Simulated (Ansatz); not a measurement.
# HfB2: the cost of one run

Computed with Ansatz 0.2.0 (DFT PBE, scalar-relativistic, plane waves, PAW, unless a step's input says otherwise).

## (1) The starting structure

The structure is hexagonal, space group P6/mmm (No. 191). Conventional cell: a = 3.145 Å, b = 3.145 Å, c = 3.487 Å, α = 90.00°, β = 90.00°, γ = 120.00°. Hf (site symmetry 6/mmm) is surrounded by 12 B at 2.52 Å. B (site symmetry -6m2) is surrounded by 3 B at 1.82 Å and 6 Hf at 2.52 Å.

Coordinates:

```xyz
3
Lattice="3.1453 0.0000 0.0000 -1.5727 2.7239 0.0000 0.0000 0.0000 3.4868" Properties=species:S:1:pos:R:3 pbc="T T T"
Hf    0.0000    0.0000    0.0000
B     0.0000    1.8159    1.7434
B     1.5727    0.9080    1.7434
```

An earlier run at PBE left this cell at 9.958 Å³/atom and 0.01 GPa (14×14×12 mesh).

## (2) Field gradients and densities at the nuclei

Contents of input.yaml:

```yaml
crystal:
  lattice:
    - [3.1453127744, 0.0, 0.0]
    - [-1.5726563872, 2.7239207655, 0.0]
    - [0.0, 0.0, 3.4867733264]
  atoms:
    - { symbol: Hf, position: [0.0, 0.0, 0.0] }
    - { symbol: B, position: [0.3333333333, 0.6666666667, 0.5] }
    - { symbol: B, position: [0.6666666667, 0.3333333333, 0.5] }
basis:
  ecutwfc: 420
  ecutrho_ratio: 4
kpoints:
  mp_grid: { grid: [14, 14, 12] }
hamiltonian:
  xc: pbe
scf:
  occupations: { method: gaussian, width: 0.05 }
output:
  forces: true
  stress: true
  eigenvalues: true
  efg:
    contact_densities: true
    quadrupole_moments_barn: { B: 0.04059, Hf: 3.365 }
```

Launch:

```
$ ansatz run input.yaml --threads 1 --pin off --max-ram 2560MiB --backend cpu --events-out ev --progress --plain --runs-dir out
```

What time and memory should one allow on 1 thread of Intel Xeon at 2.60GHz (Ice Lake), shared host?

About 6.5 s, with a peak of 0.5 GiB.
